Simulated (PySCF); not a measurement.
**MoNH3: one geometry, several methods**

Aim: at the PBE0 minimum of singlet MoNH3, found before, compare methods on energies and levels.

Method: several methods, basis Mo def2-TZVP with ECP28, N def2-TZVP, H def2-TZVP, scalar-relativistic core potentials, no spin–orbit coupling, density fitting; program: PySCF 2.14.0.

## 1. Starting geometry

5 atoms, charge 0, spin multiplicity 1.

Bond lengths: Mo1–N2 1.612 Å, Mo1–H3 1.699 Å, Mo1–H4 1.699 Å, Mo1–H5 1.699 Å. Angles: N2–Mo1–H3 97.5°, N2–Mo1–H4 97.5°, N2–Mo1–H5 97.5°, H3–Mo1–H4 118.3°, H3–Mo1–H5 118.3°, H4–Mo1–H5 118.3°.

```xyz
5
charge 0 multiplicity 1
Mo    0.0000    0.1556    0.1101
N     0.0000   -1.1607   -0.8211
H     1.4589   -0.1508    0.9250
H    -1.4589   -0.1508    0.9250
H     0.0000    1.3085   -1.1378
```

## 2. Density, ELF and potential

The plane holds Mo1 at (0.00, 0.00), N2 at (1.61, 0.00), H3 at (-0.22, 1.68) Å. Columns run from x = -2.25 to 4.05 Å, rows from y = 4.05 (top) to -1.95 Å, in steps of 0.3 Å. Electrons inside core potentials are absent.

Density (cut at 5 e/Å³):

Ten steps from '0' (0.000 e/Å³) to '9' (5.000 e/Å³), finer at the low end (step k begins (100^(k/10) - 1)/99 of the way up):
```
0000000000000000000000
0000000000000000000000
0000000000000000000000
0000000000000000000000
0000000000000000000000
0000011111000000000000
0000123332100000000000
0001245643110000000000
0001247864211000000000
0001346654322111000000
0001345654433332100000
0001357876556653210000
0012469999778875310000
0012489559889997420000
0012489559889997420000
0012369999778875310000
0001246886555653210000
0000123443333332100000
0000011121111111000000
0000000000000000000000
0000000000000000000000
```

ELF (0 where the density is under 0.005 e/Å³):

Ten even steps from '0' (0.00) to '9' (1.00):
```
0000000000000000000000
0000000000000000000000
0000000000000000000000
0000078880000000000000
0000999999600000000000
0009999999830000000000
0089999999930000000000
0089999999830000000000
0379999999621111000000
0247999997323333210000
0123456642246666531000
0011124552267888763000
0001257776377689875200
0001478007571759986200
0001478007571759986200
0001258888477689875200
0000014775367788763000
0000000111146666531000
0000000000023433210000
0000000000001111000000
0000000000000000000000
```

Electrostatic potential (cut at 20 V):

Ten steps from '0' (-1.32 V) to '9' (20.00 V), finer at the low end (step k begins (100^(k/10) - 1)/99 of the way up):
```
4444444444444443333333
4444444444443333333333
4444444444333333333333
4444444444333333333333
4444444444333333333333
4444455554333333333333
4444567765433333333333
4445579986433332233333
5555679996543322222333
5555679987654332222233
5566788998765543211223
5667899999988875311122
5677999999999997410122
6678999999999999510122
6678999999999999510122
5677999999999997410122
5667899999988875311122
5566789998766543211223
5566677887654432222233
5555666666554332222333
5555556665544333333333
```

Values on the line from Mo1 (at 0) through N2 (at 1.612 Å):

```csv
distance (Å),density (e/Å³),ELF,electrostatic potential (V)
0.73,2.99,0.545,48.4
0.89,2.34,0.535,30.6
1.05,2.74,0.738,33.5
1.21,3.74,0.645,65.4
1.37,6.76,0.101,174
1.53,172,0.999,856
1.77,24.6,0.625,326
1.93,4.27,0.342,99.6
2.10,2.56,0.892,37
2.26,1.35,0.937,13.8
2.42,0.666,0.935,4.56
2.58,0.32,0.922,0.817
```

Making the fields needed 0.5 s of wall time on 2 threads of Arm Neoverse V2, shared host.

## 3. PBE0

The steps are one call of a driver around PySCF; scf.py gives each level's set-up. Each SCF starts from the density of the minimum. The driver also runs the species with one electron less or more at the same geometry; their logs are not shown.

scf.py

```python
from pyscf import gto, scf, dft
mol = gto.M(atom='''
Mo     0.000000     0.155647     0.110110
N     -0.000000    -1.160698    -0.821118
H      1.458859    -0.150832     0.925024
H     -1.458859    -0.150832     0.925024
H     -0.000000     1.308477    -1.137795''',
    basis={'Mo': 'def2-TZVP', 'N': 'def2-TZVP', 'H': 'def2-TZVP'},
    ecp={'Mo': 'def2-TZVP'},
    charge=0, spin=0)
mf = dft.RKS(mol, xc='PBE0')
mf.grids.atom_grid = (75, 302)
aux = {'Mo': 'def2-universal-JKFIT', 'N': 'def2-universal-JKFIT', 'H': 'def2-universal-JKFIT'}
mf = mf.density_fit(auxbasis=aux)
mf.conv_tol = 1e-08
mf.diis_space = 10
mf.max_cycle = 60
mf.verbose = 4
mf.kernel()
```

Launch:

```
$ OMP_NUM_THREADS=2 python axn.py task.json out
```

The program printed:

```text
init E= -124.631234927014
  HOMO = -0.323938637733324  LUMO = -0.110935212122126  gap/eV = 5.79612
cycle= 1 E= -124.631234926901  delta_E= 1.13e-10  |g|= 2.61e-05  |ddm|= 2.81e-05
  HOMO = -0.323942392542415  LUMO = -0.110941837667136  gap/eV = 5.79604
Extra cycle  E= -124.631234925755  delta_E= 1.15e-09  |g|= 7.99e-05  |ddm|= 5.93e-05
converged SCF energy = -124.631234925755
```

This level, with the species of one electron less or more, took 2.3 s.

```
energy                        : -124.631235 Eh
one electron less (charge +1) : -124.231554 Eh (doublet, ⟨S²⟩ 0.78)
one electron more (charge -1) : -124.677272 Eh (doublet, ⟨S²⟩ 0.76)
Mulliken charge of Mo1        : +0.65 e
```

## 4. HF

Changes to scf.py since step 3:

```diff
@@ -11,2 +11 @@
-mf = dft.RKS(mol, xc='PBE0')
-mf.grids.atom_grid = (75, 302)
+mf = scf.RHF(mol)
```

The program printed (excerpt; [...] marks lines left out):

```text
[... the frontier levels of the middle cycles are left out ...]
init E= -123.59191820524
  HOMO = -0.418635975571181  LUMO = 0.0228343513910228  gap/eV = 12.01302
cycle= 1 E= -123.607772543647  delta_E= -0.0159  |g|= 0.179  |ddm|= 0.305
  HOMO = -0.44431418509455  LUMO = -0.0130750118593693  gap/eV = 11.73462
cycle= 2 E= -123.602365459333  delta_E= 0.00541  |g|= 0.248  |ddm|= 0.263
  HOMO = -0.445319886012379  LUMO = 0.00735393677528648  gap/eV = 12.31788
cycle= 3 E= -123.614616737518  delta_E= -0.0123  |g|= 0.0408  |ddm|= 0.142
cycle= 4 E= -123.61511297309  delta_E= -0.000496  |g|= 0.0138  |ddm|= 0.0278
cycle= 5 E= -123.61526870161  delta_E= -0.000156  |g|= 0.00454  |ddm|= 0.0246
cycle= 6 E= -123.615299472238  delta_E= -3.08e-05  |g|= 0.00225  |ddm|= 0.0102
cycle= 7 E= -123.615307027733  delta_E= -7.56e-06  |g|= 0.000911  |ddm|= 0.00635
cycle= 8 E= -123.615307987354  delta_E= -9.6e-07  |g|= 0.000277  |ddm|= 0.00249
cycle= 9 E= -123.615308120725  delta_E= -1.33e-07  |g|= 8.51e-05  |ddm|= 0.000975
cycle= 10 E= -123.615308135291  delta_E= -1.46e-08  |g|= 2.67e-05  |ddm|= 0.000279
cycle= 11 E= -123.615308136718  delta_E= -1.43e-09  |g|= 6.92e-06  |ddm|= 9.02e-05
  HOMO = -0.446373182844557  LUMO = 0.00940023271115367  gap/eV = 12.40223
Extra cycle  E= -123.615308136761  delta_E= -4.31e-11  |g|= 4.49e-06  |ddm|= 1.15e-05
converged SCF energy = -123.615308136761
```

This level, with the species of one electron less or more, took 1.2 s.

* energy: -123.615308 Eh
* one electron less (charge +1): -123.272438 Eh (doublet, ⟨S²⟩ 1.69)
* one electron more (charge -1): -123.661475 Eh (doublet, ⟨S²⟩ 1.12)
* Mulliken charge of Mo1: +0.90 e

## 5. PBE

Changes to scf.py since step 4:

```diff
@@ -11 +11,2 @@
-mf = scf.RHF(mol)
+mf = dft.RKS(mol, xc='PBE')
+mf.grids.atom_grid = (75, 302)
```

The program printed (excerpt; [...] marks lines left out):

```text
[... the frontier levels of the middle cycles are left out ...]
init E= -124.69152613447
  HOMO = -0.278081200223955  LUMO = -0.147880515145763  gap/eV = 3.54294
cycle= 1 E= -124.688871429185  delta_E= 0.00265  |g|= 0.163  |ddm|= 0.176
  HOMO = -0.276382346749216  LUMO = -0.115792254460905  gap/eV = 4.36988
cycle= 2 E= -124.551790940692  delta_E= 0.137  |g|= 0.823  |ddm|= 0.465
  HOMO = -0.268277612958837  LUMO = -0.138656851447682  gap/eV = 3.52716
cycle= 3 E= -124.692160710404  delta_E= -0.14  |g|= 0.0938  |ddm|= 0.387
cycle= 4 E= -124.69426633659  delta_E= -0.00211  |g|= 0.02  |ddm|= 0.0761
cycle= 5 E= -124.694366269367  delta_E= -9.99e-05  |g|= 0.00676  |ddm|= 0.0191
cycle= 6 E= -124.694374800883  delta_E= -8.53e-06  |g|= 0.00177  |ddm|= 0.00374
cycle= 7 E= -124.694375505181  delta_E= -7.04e-07  |g|= 5.13e-05  |ddm|= 0.00115
cycle= 8 E= -124.694375505746  delta_E= -5.65e-10  |g|= 3.18e-05  |ddm|= 7.05e-05
  HOMO = -0.276061999648809  LUMO = -0.142366013179121  gap/eV = 3.63805
Extra cycle  E= -124.694375498175  delta_E= 7.57e-09  |g|= 0.000198  |ddm|= 9.76e-05
converged SCF energy = -124.694375498175
```

This level, with the species of one electron less or more, took 5.1 s.

| Item | Value |
| --- | --- |
| energy | -124.694375 Eh |
| one electron less (charge +1) | -124.296994 Eh (doublet, ⟨S²⟩ 0.76) |
| one electron more (charge -1) | -124.734439 Eh (doublet, ⟨S²⟩ 0.76) |
| Mulliken charge of Mo1 | +0.61 e |

## 6. B3LYP

Changes to scf.py since step 5:

```diff
@@ -11 +11 @@
-mf = dft.RKS(mol, xc='PBE')
+mf = dft.RKS(mol, xc='B3LYP')
```

The program printed (excerpt; [...] marks lines left out):

```text
[... the frontier levels of the middle cycles are left out ...]
init E= -124.747253038467
  HOMO = -0.317482851124378  LUMO = -0.119502899138706  gap/eV = 5.38731
cycle= 1 E= -124.748065198795  delta_E= -0.000812  |g|= 0.0483  |ddm|= 0.141
  HOMO = -0.313744638736237  LUMO = -0.12683051741122  gap/eV = 5.08619
cycle= 2 E= -124.740343826421  delta_E= 0.00772  |g|= 0.205  |ddm|= 0.106
  HOMO = -0.317415780010359  LUMO = -0.121674006994932  gap/eV = 5.32640
cycle= 3 E= -124.748503065391  delta_E= -0.00816  |g|= 0.00948  |ddm|= 0.0893
cycle= 4 E= -124.748519475947  delta_E= -1.64e-05  |g|= 0.00299  |ddm|= 0.0102
cycle= 5 E= -124.748521013173  delta_E= -1.54e-06  |g|= 0.00109  |ddm|= 0.00275
cycle= 6 E= -124.748521329813  delta_E= -3.17e-07  |g|= 0.000176  |ddm|= 0.00102
cycle= 7 E= -124.748521337261  delta_E= -7.45e-09  |g|= 2.44e-05  |ddm|= 0.00012
  HOMO = -0.31746769522497  LUMO = -0.121810711575955  gap/eV = 5.32410
Extra cycle  E= -124.748521335149  delta_E= 2.11e-09  |g|= 0.000107  |ddm|= 6.33e-05
converged SCF energy = -124.748521335149
```

This level, with the species of one electron less or more, needed 4.5 s of wall time on 2 threads of Arm Neoverse V2, shared host.

```
energy                        : -124.748521 Eh
one electron less (charge +1) : -124.344838 Eh (doublet, ⟨S²⟩ 0.78)
one electron more (charge -1) : -124.794953 Eh (doublet, ⟨S²⟩ 0.76)
Mulliken charge of Mo1        : +0.72 e
```

## 7. r2SCAN

Changes to scf.py since step 6:

```diff
@@ -11,2 +11,2 @@
-mf = dft.RKS(mol, xc='B3LYP')
-mf.grids.atom_grid = (75, 302)
+mf = dft.RKS(mol, xc='R2SCAN')
+mf.grids.atom_grid = (90, 434)
```

The program printed (excerpt; [...] marks lines left out):

```text
[... the frontier levels of the middle cycles are left out ...]
init E= -124.727590381511
  HOMO = -0.289208447617536  LUMO = -0.141578857750317  gap/eV = 4.01721
cycle= 1 E= -124.728176644384  delta_E= -0.000586  |g|= 0.0531  |ddm|= 0.12
  HOMO = -0.283010567481462  LUMO = -0.128745351795463  gap/eV = 4.19777
cycle= 2 E= -124.718503699113  delta_E= 0.00967  |g|= 0.222  |ddm|= 0.135
  HOMO = -0.282599547781507  LUMO = -0.136814166072507  gap/eV = 3.96702
cycle= 3 E= -124.728234634458  delta_E= -0.00973  |g|= 0.048  |ddm|= 0.113
cycle= 4 E= -124.728747893625  delta_E= -0.000513  |g|= 0.00634  |ddm|= 0.0306
cycle= 5 E= -124.728758811175  delta_E= -1.09e-05  |g|= 0.00139  |ddm|= 0.00567
cycle= 6 E= -124.728759258683  delta_E= -4.48e-07  |g|= 0.000296  |ddm|= 0.000903
cycle= 7 E= -124.72875927732  delta_E= -1.86e-08  |g|= 1.19e-05  |ddm|= 0.000162
cycle= 8 E= -124.72875927736  delta_E= -4.01e-11  |g|= 2.73e-06  |ddm|= 1.72e-05
  HOMO = -0.286268487865716  LUMO = -0.138179392317789  gap/eV = 4.02971
Extra cycle  E= -124.72875927732  delta_E= 4.05e-11  |g|= 1.44e-05  |ddm|= 7.81e-06
converged SCF energy = -124.72875927732
```

This level, with the species of one electron less or more, took 13 s.

```
energy                        : -124.728759 Eh
one electron less (charge +1) : -124.330232 Eh (doublet, ⟨S²⟩ 0.77)
one electron more (charge -1) : -124.772224 Eh (doublet, ⟨S²⟩ 0.76)
Mulliken charge of Mo1        : +0.71 e
```

## 8. TPSSh

Changes to scf.py since step 7:

```diff
@@ -11 +11 @@
-mf = dft.RKS(mol, xc='R2SCAN')
+mf = dft.RKS(mol, xc='TPSSH')
```

The program printed (excerpt; [...] marks lines left out):

```text
[... the frontier levels of the middle cycles are left out ...]
init E= -124.713240048502
  HOMO = -0.299379962158261  LUMO = -0.125474998850822  gap/eV = 4.73220
cycle= 1 E= -124.713553886614  delta_E= -0.000314  |g|= 0.0548  |ddm|= 0.105
  HOMO = -0.295539585704301  LUMO = -0.133147241477222  gap/eV = 4.41892
cycle= 2 E= -124.700403886032  delta_E= 0.0132  |g|= 0.265  |ddm|= 0.141
  HOMO = -0.298930671420615  LUMO = -0.126430467385914  gap/eV = 4.69397
cycle= 3 E= -124.714114628514  delta_E= -0.0137  |g|= 0.0148  |ddm|= 0.114
cycle= 4 E= -124.71417062513  delta_E= -5.6e-05  |g|= 0.00459  |ddm|= 0.0158
cycle= 5 E= -124.714175052325  delta_E= -4.43e-06  |g|= 0.000886  |ddm|= 0.00358
cycle= 6 E= -124.71417522635  delta_E= -1.74e-07  |g|= 0.000205  |ddm|= 0.000622
cycle= 7 E= -124.714175235623  delta_E= -9.27e-09  |g|= 2.79e-05  |ddm|= 0.000138
  HOMO = -0.297935980349024  LUMO = -0.125903887437998  gap/eV = 4.68123
Extra cycle  E= -124.714175231781  delta_E= 3.84e-09  |g|= 0.000142  |ddm|= 7.83e-05
converged SCF energy = -124.714175231781
```

This level, with the species of one electron less or more, took 13 s.

```
energy                        : -124.714175 Eh
one electron less (charge +1) : -124.317093 Eh (doublet, ⟨S²⟩ 0.77)
one electron more (charge -1) : -124.756246 Eh (doublet, ⟨S²⟩ 0.76)
Mulliken charge of Mo1        : +0.72 e
```

## 9. M06

Changes to scf.py since step 8:

```diff
@@ -11 +11 @@
-mf = dft.RKS(mol, xc='TPSSH')
+mf = dft.RKS(mol, xc='M06')
```

The program printed (excerpt; [...] marks lines left out):

```text
[... the frontier levels of the middle cycles are left out ...]
init E= -124.643460315108
  HOMO = -0.327620360993206  LUMO = -0.113555193247483  gap/eV = 5.82501
cycle= 1 E= -124.645046245909  delta_E= -0.00159  |g|= 0.0408  |ddm|= 0.349
  HOMO = -0.322087864565557  LUMO = -0.116817915884234  gap/eV = 5.58568
cycle= 2 E= -124.641025931621  delta_E= 0.00402  |g|= 0.149  |ddm|= 0.105
  HOMO = -0.3252308983246  LUMO = -0.113197941396358  gap/eV = 5.76971
cycle= 3 E= -124.645341516401  delta_E= -0.00432  |g|= 0.0121  |ddm|= 0.0712
cycle= 4 E= -124.645371966884  delta_E= -3.05e-05  |g|= 0.0019  |ddm|= 0.0115
cycle= 5 E= -124.64537258369  delta_E= -6.17e-07  |g|= 0.00162  |ddm|= 0.00426
cycle= 6 E= -124.645373232236  delta_E= -6.49e-07  |g|= 0.000268  |ddm|= 0.00187
cycle= 7 E= -124.645373259643  delta_E= -2.74e-08  |g|= 7.03e-05  |ddm|= 0.000898
cycle= 8 E= -124.645373261156  delta_E= -1.51e-09  |g|= 7.92e-06  |ddm|= 0.000191
  HOMO = -0.325961713990214  LUMO = -0.114145050466633  gap/eV = 5.76382
Extra cycle  E= -124.645373261054  delta_E= 1.01e-10  |g|= 2.48e-05  |ddm|= 2.43e-05
converged SCF energy = -124.645373261054
```

This level, with the species of one electron less or more, took 13 s.

| Quantity | Value |
| --- | --- |
| energy | -124.645373 Eh |
| one electron less (charge +1) | -124.243471 Eh (doublet, ⟨S²⟩ 0.79) |
| one electron more (charge -1) | -124.689666 Eh (doublet, ⟨S²⟩ 0.76) |
| Mulliken charge of Mo1 | +0.63 e |

## 10. PBEsol

Changes to scf.py since step 9:

```diff
@@ -11,2 +11,2 @@
-mf = dft.RKS(mol, xc='M06')
-mf.grids.atom_grid = (90, 434)
+mf = dft.RKS(mol, xc='PBEsol')
+mf.grids.atom_grid = (75, 302)
```

The program printed (excerpt; [...] marks lines left out):

```text
[... the frontier levels of the middle cycles are left out ...]
init E= -124.357434258833
  HOMO = -0.27462644663683  LUMO = -0.146952014409077  gap/eV = 3.47420
cycle= 1 E= -124.353195734751  delta_E= 0.00424  |g|= 0.191  |ddm|= 0.202
  HOMO = -0.278730130232731  LUMO = -0.112913646437941  gap/eV = 4.51210
cycle= 2 E= -124.159020480261  delta_E= 0.194  |g|= 0.976  |ddm|= 0.545
  HOMO = -0.268067482352247  LUMO = -0.138997543522936  gap/eV = 3.51217
cycle= 3 E= -124.358771075327  delta_E= -0.2  |g|= 0.0876  |ddm|= 0.453
cycle= 4 E= -124.360757567458  delta_E= -0.00199  |g|= 0.0189  |ddm|= 0.0751
cycle= 5 E= -124.360832940628  delta_E= -7.54e-05  |g|= 0.00722  |ddm|= 0.0167
cycle= 6 E= -124.360842821881  delta_E= -9.88e-06  |g|= 0.0021  |ddm|= 0.00398
cycle= 7 E= -124.360843734918  delta_E= -9.13e-07  |g|= 0.00017  |ddm|= 0.00103
cycle= 8 E= -124.360843740647  delta_E= -5.73e-09  |g|= 2.27e-05  |ddm|= 8.99e-05
  HOMO = -0.274996685782941  LUMO = -0.142352829903265  gap/eV = 3.60942
Extra cycle  E= -124.360843737033  delta_E= 3.61e-09  |g|= 0.000136  |ddm|= 6.99e-05
converged SCF energy = -124.360843737033
```

This level, with the species of one electron less or more, needed 5.4 s of wall time on 2 threads of Arm Neoverse V2, shared host.

* energy: -124.360844 Eh
* one electron less (charge +1): -123.964324 Eh (doublet, ⟨S²⟩ 0.76)
* one electron more (charge -1): -124.400780 Eh (doublet, ⟨S²⟩ 0.76)
* Mulliken charge of Mo1: +0.53 e

## 11. The ladder

| level | atomisation energy (kJ/mol) | vertical ionisation energy (eV) | vertical electron affinity (eV) | −ε(HOMO) (eV) | gap (eV) | dipole (D) | wall time |
| --- | --- | --- | --- | --- | --- | --- | --- |
| PBE0 | 1260 | 10.88 | 1.25 | 8.81 | 5.80 | 2.83 | 2.3 s |
| HF | 385 | 9.33 | 1.26 | 12.15 | 12.40 | 3.25 | 1.2 s |
| PBE | 1416 | 10.81 | 1.09 | 7.51 | 3.64 | 2.62 | 5.1 s |
| B3LYP | 1351 | 10.98 | 1.26 | 8.64 | 5.32 | 2.78 | 4.5 s |
| r2SCAN | 1299 | 10.84 | 1.18 | 7.79 | 4.03 | 2.77 | 13 s |
| TPSSh | 1359 | 10.81 | 1.14 | 8.11 | 4.68 | 2.77 | 13 s |
| M06 | 1370 | 10.94 | 1.21 | 8.87 | 5.76 | 2.61 | 13 s |
| PBEsol | 1484 | 10.79 | 1.09 | 7.48 | 3.61 | 2.62 | 5.4 s |

Times are for 2 threads of Arm Neoverse V2, shared host; PBE0 starts from its own converged density, so its time is not comparable. A dash stands where a species or a free atom was not run at that level, or the quantity is not defined.

Atomisation goes to high-spin atoms in their ground configurations, run at the same level, without zero-point energy.

## 12. What came out

| quantity | value |
| --- | --- |
| atomisation energy, range | 385 (HF) to 1484 (PBEsol) kJ/mol |
| vertical ionisation energy, range | 9.33 (HF) to 10.98 (B3LYP) eV |
| vertical electron affinity, range | 1.09 (PBEsol) to 1.26 (B3LYP) eV |
| orbital gap, range | 3.61 (PBEsol) to 12.40 (HF) eV |

In words: The atomisation energy spreads over 1099 kJ/mol, from HF to PBEsol; without a CCSD(T) value for it there is no yardstick here. Spin contamination is strong in at least one of the open-shell species at HF. Without diffuse functions electron affinities tend to come out too low. Whether spin polarisation would lower the closed shell was not checked.
